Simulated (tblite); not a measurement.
# C6H7N2S: the cost of one run

Computed with tblite 0.8.0 and PySCF 2.14.0, with density-fitted response routines of our own, on a single molecule in the gas phase. Atoms are numbered from 0 throughout.

### 1 The starting structure

16 atoms, charge 0, multiplicity 2; geometry from: force field or distance geometry start.

Bonds of the start (Å): C0–C1 1.49, C1–C2 1.36, C1–C3 1.48, C3–C4 1.50, C4–C5 1.36, C5–N6 1.30, N6–S7 1.47, S7–N8 1.78, N8–C4 1.33, C0–H9 1.12, C0–H10 1.11, C2–H11 1.08, C2–H12 1.09, C3–H13 1.11, C3–H14 1.11, C5–H15 1.11.

### 2 Optimising the geometry with GFN2-xTB

The job: settings as JSON, then the geometry in Å.

```
{"job": {"kind": "relax", "xc": "GFN2-xTB", "basis": "xTB"}, "charge": 0, "multiplicity": 2}
C     -2.506800    -0.009900     1.067800
C     -1.061600     0.049500     0.694900
C     -0.095700    -0.186100     1.623300
C     -0.606600     0.354100    -0.676400
C      0.886700     0.341900    -0.785600
C      1.652400    -0.732000    -1.106000
N      2.936900    -0.528000    -1.167900
S      3.358100     0.855200    -0.878100
N      1.682100     1.388800    -0.617600
H     -3.092800     0.748200     0.479800
H     -2.965800    -1.002700     0.872200
H      0.953100    -0.151300     1.371900
H     -0.344300    -0.410800     2.664800
H     -1.069500    -0.376100    -1.371500
H     -0.921900     1.393700    -0.903000
H      1.188100    -1.725500    -1.280100
```

Started as:

```
> OMP_NUM_THREADS=1 python probes_run.py task.json out
```

One launch serves the whole session: the jobs run in the order shown.

Q: Estimate the wall time and peak memory of this first job on 1 thread of Arm Neoverse V1, shared host.

About 1.1 s, with a peak of 0.18 GiB.
